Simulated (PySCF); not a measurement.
# C3H7ClSeSi2: electronic excitations

Wanted: the electronic excitations of C3H7ClSeSi2 (`C=C1[SiH2][Se][Si@@]1(C)Cl`), by calculation.

Programs: PySCF 2.14.0, with density-fitted response routines of our own. Each step states its level of theory. These are calculated values for one molecule in the gas phase, unless marked as measured. Atoms are numbered from 0 throughout.

## Step 1: The molecule as given

14 atoms, charge 0, multiplicity 1; geometry from: GFN2-xTB.

Bonds of the start (Å): C0–C1 1.32, C1–Si2 1.90, Si2–Se3 2.31, Se3–Si4 2.34, Si4–C5 1.90, Si4–Cl6 2.02, Si4–C1 1.91, C0–H7 1.08, C0–H8 1.08, Si2–H9 1.46, Si2–H10 1.46, C5–H11 1.09, C5–H12 1.09, C5–H13 1.09.

## Step 2: Ultraviolet spectrum: wB97X-D/def2-SVPD

Job settings and geometry (Å):

```
{"job": {"kind": "uv", "xc": "wB97X-D", "basis": "def2-SVPD", "nstates": 8, "ntriplets": 3}, "charge": 0, "multiplicity": 1}
C     -1.766814    -0.713916    -0.826425
C     -0.962104    -0.001630    -0.054050
Si    -1.241123     1.726972     0.693704
Se     0.780471     1.563844     1.795197
Si     0.746946    -0.478269     0.643183
C      2.173759    -0.624563    -0.601618
Cl     0.695354    -2.096355     1.855009
H     -2.728958    -0.342469    -1.145457
H     -1.507032    -1.702356    -1.174566
H     -2.360540     1.817281     1.624797
H     -1.226890     2.812493    -0.281851
H      2.068158    -1.518898    -1.207086
H      2.202803     0.236555    -1.261411
H      3.125294    -0.679162    -0.081593
```

Method: TDDFT wB97X-D/def2-SVPD, vertical, gas phase, core orbitals frozen in the response.

On the command line:

```sh
$ OMP_NUM_THREADS=1 python probes_run.py task.json out
```

One launch serves the whole session: the jobs run in the order shown.

The program printed:

```text
coarse grid: 59320 points
cycle   1  E = -3558.6274625072  dE = -1.301e-01  |g| = 4.266e-01  |ddm| = 5.485e+00
cycle   2  E = -3558.6611473970  dE = -3.368e-02  |g| = 3.015e-01  |ddm| = 1.579e+00
cycle   3  E = -3558.6872840758  dE = -2.614e-02  |g| = 4.719e-02  |ddm| = 7.786e-01
cycle   4  E = -3558.6877548635  dE = -4.708e-04  |g| = 2.004e-02  |ddm| = 1.614e-01
cycle   5  E = -3558.6878524309  dE = -9.757e-05  |g| = 7.684e-03  |ddm| = 5.189e-02
cycle   6  E = -3558.6878691130  dE = -1.668e-05  |g| = 1.555e-03  |ddm| = 2.015e-02
cycle   7  E = -3558.6878702846  dE = -1.172e-06  |g| = 5.312e-04  |ddm| = 7.011e-03
final grid: 119904 points
cycle   8  E = -3558.6872723509  dE = -1.708e-06  |g| = 9.147e-04  |ddm| = 1.988e-02
cycle   9  E = -3558.6872724787  dE = -1.278e-07  |g| = 6.835e-04  |ddm| = 4.160e-03
cycle  10  E = -3558.6872726009  dE = -1.222e-07  |g| = 1.382e-04  |ddm| = 1.449e-03
cycle  11  E = -3558.6872726069  dE = -5.969e-09  |g| = 5.677e-05  |ddm| = 4.024e-04
cycle  12  E = -3558.6872726086  dE = -1.720e-09  |g| = 1.512e-05  |ddm| = 2.306e-04
cycle  13  E = -3558.6872726088  dE = -1.382e-10  |g| = 5.056e-06  |ddm| = 5.958e-05
converged SCF energy = -3558.6872726088

Static polarisability (au): isotropic 127.050, principal 105.914 136.182 139.055

Singlet excitations
state   eV       nm        f      main configurations
  1   5.0878    243.7   0.03800   H->L 0.73, H->L+1 0.15
  2   5.2608    235.7   0.01923   H->L+1 0.75, H->L 0.09
  3   5.3763    230.6   0.00346   H-2->L 0.72, H-1->L 0.09
  4   5.4143    229.0   0.00719   H->L+2 0.81, H->L 0.09
  5   5.9732    207.6   0.01208   H-1->L 0.84
  6   6.5893    188.2   0.00431   H-1->L+1 0.58, H-3->L 0.25
  7   6.6157    187.4   0.00613   H-2->L+1 0.66, H-4->L 0.12
  8   6.6619    186.1   0.09715   H->L+4 0.49, H-3->L 0.18

Triplet excitations (Tamm-Dancoff, eV): 4.1319 4.7675 4.9257
```

It took 1.9 min on 1 thread of Arm Neoverse N1, shared host; peak memory 1 GiB.

The orbitals next to the gap, with their largest atomic shares:

| orbital | eV | atoms |
| --- | --- | --- |
| HOMO−3 | -10.26 | C1 33 %, C0 30 %, Si2 9 % |
| HOMO−2 | -9.96 | C1 28 %, Si2 12 %, Cl6 12 % |
| HOMO−1 | -9.84 | Se3 53 %, C1 12 %, Si4 12 % |
| HOMO | -8.61 | Se3 74 %, Si2 9 %, Si4 6 % |
| LUMO | 0.41 | C0 31 %, C1 28 %, Si2 8 % |
| LUMO+1 | 1.01 | Se3 28 %, Si2 26 %, Si4 10 % |
| LUMO+2 | 1.55 | Se3 50 %, Si2 16 %, Si4 10 % |

With each of the 8 states as a Gaussian band of 0.4 eV half-width at 1/e, the curve within the window shown has maxima at 239 nm (ε 2,500), 186 nm (ε 4,400) L/(mol cm). Beyond the last state computed it falls off for lack of states. The curve at chosen wavelengths:

nm, ε (L/mol/cm) and a bar:
```
      178       2433 ################
      182       3768 ##########################
      186       4372 ##############################
      190       3962 ###########################
      194       2944 ####################
      198       1926 ############
      202       1239 ########
      205        953 #####
      209        788 ####
      213        789 ####
      217        927 #####
      221       1198 #######
      225       1570 ##########
      229       1971 #############
      233       2310 ###############
      237       2504 #################
      241       2513 #################
      245       2343 ###############
      249       2039 #############
      252       1760 ###########
      256       1373 #########
      260       1013 ######
      264        710 ####
      268        475 ##
      272        304 #
      276        187
```

Ground-state properties from the same run:

| property | computed |
| --- | --- |
| dipole moment (D) | 2.81 |
| polarisability (Å³) | 18.83 |
| HOMO–LUMO gap (eV) | 9.02 |
| −ε(HOMO) (eV) | 8.61 |

## Step 3: Summary of results

```
                                quantity                        value
      lowest singlet (wB97X-D/def2-SVPD)  5.09 eV (244 nm), f = 0.038
brightest single state of those computed  state 8, 6.66 eV, f = 0.097
                          lowest triplet                      4.13 eV
```

**Reading.** The first singlet state (HOMO→LUMO 0.73, HOMO→LUMO+1 0.15) lies at 5.09 eV and is weak; of the 8 states computed, the strongest absorption comes from state 8 at 6.66 eV (the last computed, so partners may be missing). The lowest triplet lies 0.96 eV below the lowest singlet (triplets in Tamm-Dancoff, singlets in full TDDFT).
